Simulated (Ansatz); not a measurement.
Write the native input for Ansatz 0.2.0 that does the following.

```
Task                : single point
Functional          : PBE
Potentials or basis : all-electron LAPW, scalar-relativistic
Cutoff              : 343 eV (chosen from the basis error)
Basis error allowed : 0.002 eV/atom
k mesh              : 5 × 5 × 4
Occupations         : fermi-dirac, width 0.05 eV
Spin                : collinear spin, ferromagnetic start
Starting moments    : [1.0, 1.0, 0.0, 0.6, 0.0] μB
Hubbard terms       : Ir d U = 3 eV, Mo d U = 3 eV, Ni d U = 3 eV, Pd d U = 3 eV, W d U = 3 eV
```

NiMoIrPdW:

```
Ni Mo Pd Ir W
1.0
     4.14670    0.00000    0.00000
    -2.07335    3.59115    0.00000
     0.00000    0.00000    5.41629
Ni Mo Pd Ir W
1 1 1 1 1
Direct
  0.00000 0.00000 0.02221
  0.66667 0.33333 0.45996
  0.33333 0.66667 0.74601
  0.33333 0.66667 0.25641
  0.66667 0.33333 0.99985
```

The cell was built by a generator and needn't be a form met in nature.

These files were run (other wordings do the same):

input.yaml

```yaml
crystal:
  lattice:
    - [4.1467, 0.0, 0.0]
    - [-2.07335, 3.59115, 0.0]
    - [0.0, 0.0, 5.41629]
  atoms:
    - { symbol: Ni, position: [0.0, 0.0, 0.02221], spin: 1.0 }
    - { symbol: Mo, position: [0.66667, 0.33333, 0.45996], spin: 1.0 }
    - { symbol: Pd, position: [0.33333, 0.66667, 0.74601] }
    - { symbol: Ir, position: [0.33333, 0.66667, 0.25641], spin: 0.6 }
    - { symbol: W, position: [0.66667, 0.33333, 0.99985] }
kpoints:
  mp_grid: { grid: [5, 5, 4] }
scf:
  occupations: { method: fermi_dirac, width: 0.05 }
hamiltonian:
  xc: pbe
  pseudopotentials: { kind: all_electron, lapw: { basis_error: 0.002 } }
  hubbard:
    sites:
      - { species: Ir, l: d, u_eff: 3 }
      - { species: Mo, l: d, u_eff: 3 }
      - { species: Ni, l: d, u_eff: 3 }
      - { species: Pd, l: d, u_eff: 3 }
      - { species: W, l: d, u_eff: 3 }
    double_counting: fll
    projectors: ortho-atomic
magnetization:
  spin_polarized: true
output:
  forces: true
  stress: true
  eigenvalues: true
  hubbard: {}
```

Potentials or basis: all-electron LAPW, scalar-relativistic.

Launch:

```console
$ ansatz run input.yaml --threads 8 --pin off --max-ram 24576MiB --backend cpu --events-out ev --progress --plain --runs-dir out
```

Results of the run:

```yaml
Pressure: 0.8 GPa
Largest_force: 0.352 eV/Å
Band_gap_on_the_k_mesh: none (metal or under the smearing width)
Net_moment: 0.00 μB per cell
Absolute_moment: 0.00 μB per cell
```

Caveat: the k mesh is thin for a metal, which can move the energy by tens of meV per atom; the magnetic state may not be the lowest; U is the effective U less J, on atomic orbitals that reach past the spheres; the U is typed as a test and isn't derived for this compound; the starting moments weren't kept.

Run time: 110 s on 8 threads of Intel(R) Xeon(R) Platinum 8488C (Sapphire Rapids) (shared host), peak memory 2.1 GiB.
